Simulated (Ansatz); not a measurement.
# BH3S2 (SMILES SBS) at wB97M-V/aug-cc-pVDZ

Aim: the electronic atomisation energy of BH3S2 at wB97M-V/aug-cc-pVDZ, from 4 runs. 

The results are computed with Ansatz 0.2.0.

37 further runs of the same task are left out: 2 that didn't finish, 35 set aside as unsound or not needed. Runs told in other sessions of the task aren't counted.

## (1) The system as given

BH3S2: 6 atoms, total charge 0, spin state singlet. As SMILES, `SBS`. The shape is that of a PBE0-D4/def2-TZVP optimisation. This is one conformer, not always the lowest.

Bond lengths: S1–B2 1.783 Å, B2–S3 1.787 Å, S1–H4 1.346 Å, B2–H5 1.190 Å, S3–H6 1.342 Å. Angles: S1–B2–S3 122.5°, S1–B2–H5 116.2°, S3–B2–H5 121.4°, B2–S1–H4 98.9°, B2–S3–H6 97.3°.

## (2) The energy at wB97M-V/aug-cc-pVDZ

The input, job.yaml:

```yaml
basis:
  gaussian:
    orbitals: aug-cc-pVDZ
crystal:
  periodic: [false, false, false]
  atoms:
    - {symbol: S, position_ang: [-0.819900, -0.605200, -1.516500]}
    - {symbol: B, position_ang: [0.091400, -0.453600, 0.008900]}
    - {symbol: S, position_ang: [0.333100, 1.114800, 0.829800]}
    - {symbol: H, position_ang: [-1.145600, 0.688100, -1.694600]}
    - {symbol: H, position_ang: [0.535500, -1.462200, 0.457500]}
    - {symbol: H, position_ang: [1.047600, 0.654100, 1.868800]}
hamiltonian:
  xc: {name: wB97M-V}
accuracy: high
output: {orbitals: {seedname: orbitals}}
```

Run with:

```console
ansatz run job.yaml --threads 1 --pin off --max-ram 2610MiB --events-out events.jsonl --progress --plain --runs-dir runs
```

Output:

```text
Warning: RAYON_NUM_THREADS=1 ignored (pool sized by the plan → 1); use --threads N
Functional definition: wB97M-V
  name "wB97M-V"
  parameter omega = 0.3/bohr
  parameter cx = 0.15
  parameter cx01 = 1.007
  parameter cx10 = 0.259
  parameter css00 = 0.443
  parameter css04 = -1.437
  parameter css10 = -4.535
  parameter css20 = -3.390
  parameter css43 = 4.278
  parameter cos00 = 1.000
  parameter cos10 = 1.358
  parameter cos20 = 2.924
  parameter cos21 = -8.812
  parameter cos60 = -1.390
  parameter cos61 = 9.142
  parameter b = 6.0
  parameter c = 0.01
  gx(w, u) = 1 - cx + cx01*u + cx10*w
  gss(w, u) = css00 + css04*u^4 + css10*w + css20*w^2 + css43*w^4*u^3
  gos(w, u) = cos00 + cos10*w + (cos20 + cos21*u)*w^2 + (cos60 + cos61*u)*w^6
  exchange = spin_sum(e_x_unif_sr(omega)*gx(b97_w, b97_u_x)) + cx*exact_x_sr(omega) + exact_x_lr(omega)
  correlation = spin_sum(e_c_pw_mod_same_spin*gss(b97_w, b97_u_same))
      + integral(e_c_pw_mod_opposite_spin*gos(b97_w_opposite, b97_u_opposite)) + vv10(b, c)
2086 factors; integrals over basis functions are off by at most 3.4e-9 eV
511 factors; integrals over basis functions are off by at most 2.0e-9 eV
mean field evaluation 1: about -22395.0482 eV, gradient 1.5e1 eV
mean field evaluation 2: about -22395.7193 eV, gradient 7.3e0 eV
mean field evaluation 4: about -22395.8864 eV, gradient 6.7e-1 eV
mean field evaluation 8: about -22395.9429 eV, gradient 3.6e-2 eV
mean field evaluation 16: about -22395.9429 eV, gradient 2.0e-5 eV
mean field -22395.94293465 eV, -823.0357223331 hartree, gradient 5.6e-8 eV, S^2 0.000000; 0 other end points of the search recorded, 0 dependent functions left out
reference -22395.94294281 eV, -823.0357226329 hartree; 20, 20 occupied and 84, 84 virtual orbitals, 2086 factors
Total energy: -22395.94294281 eV, -823.0357226329 hartree
```

Wall time 1.9 min (1 thread of Arm Neoverse N1, shared host); peak memory 0.64 GiB.

## (3) The B atom, same level

The input, run.yaml:

```yaml
crystal:
  periodic: [false, false, false]
  atoms:
    - symbol: B
      position_ang: [0.000000, 0.000000, 0.000000]
basis:
  gaussian: {orbitals: aug-cc-pVDZ}
magnetization: {spin_polarized: true, initial_magnetization: 1}
hamiltonian: {xc: {name: wB97M-V}}
accuracy: high
```

Run the same way, it converges to -24.64741 Eh (log not shown).

## (4) The H atom

The input, in.yaml:

```yaml
crystal:
  periodic: [false, false, false]
  atoms:
    - {symbol: H, position_ang: [0.000000, 0.000000, 0.000000]}
basis:
  gaussian:
    orbitals: aug-cc-pVDZ
accuracy: high
hamiltonian:
  xc: {name: wB97M-V}
magnetization:
  spin_polarized: true
  initial_magnetization: 1
```

Run the same way, it converges to -0.49284 Eh (log not shown).

## (5) The S atom

The input, run.yaml:

```yaml
crystal:
  periodic: [false, false, false]
  atoms:
    - symbol: S
      position_ang: [0.000000, 0.000000, 0.000000]
basis:
  gaussian: {orbitals: aug-cc-pVDZ}
magnetization: {spin_polarized: true, initial_magnetization: 2}
hamiltonian: {xc: {name: wB97M-V}}
accuracy: high
```

Run with:

```console
ansatz run run.yaml --threads 1 --pin off --max-ram 2610MiB --events-out events.jsonl --progress --plain --runs-dir runs
```

Output (excerpt; [...] marks lines left out):

```text
Warning: RAYON_NUM_THREADS=1 ignored (pool sized by the plan → 1); use --threads N
Functional definition: wB97M-V
  name "wB97M-V"
[...]
  gx(w, u) = 1 - cx + cx01*u + cx10*w
  gss(w, u) = css00 + css04*u^4 + css10*w + css20*w^2 + css43*w^4*u^3
  gos(w, u) = cos00 + cos10*w + (cos20 + cos21*u)*w^2 + (cos60 + cos61*u)*w^6
[...]
      + integral(e_c_pw_mod_opposite_spin*gos(b97_w_opposite, b97_u_opposite)) + vv10(b, c)
230 factors; integrals over basis functions are off by at most 3.4e-9 eV
105 factors; integrals over basis functions are off by at most 7.5e-10 eV
[...]
mean field -10832.51721266 eV, -398.0876650215 hartree, gradient 5.9e-8 eV, S^2 2.002556; 0 other end points of the search recorded, 0 dependent functions left out
reference -10832.51721495 eV, -398.0876651056 hartree; 9, 7 occupied and 18, 20 virtual orbitals, 230 factors
Total energy: -10832.51721495 eV, -398.0876651056 hartree
```

Run time: 11 s. Hardware: 1 thread of Arm Neoverse N1, shared host; peak memory 0.24 GiB.

## (6) Summary of results

Level: wB97M-V/aug-cc-pVDZ.

| quantity | value |
| --- | --- |
| molecule: total energy | -823.03572 Eh |
| molecule: HOMO energy | -9.71 eV |
| molecule: LUMO energy | 0.39 eV |
| molecule: HOMO–LUMO gap | 10.10 eV |
| B atom: total energy | -24.64741 Eh |
| B atom: ⟨S²⟩ | 0.751 |
| H atom: total energy | -0.49284 Eh |
| H atom: ⟨S²⟩ | 0.750 |
| S atom: total energy | -398.08767 Eh |
| S atom: ⟨S²⟩ | 2.003 |
| electronic atomisation energy | 19.986 eV |

What this shows: Taking the molecule apart into free atoms costs 19.99 eV (1928 kJ/mol), before zero-point energy and without spin-orbit coupling.
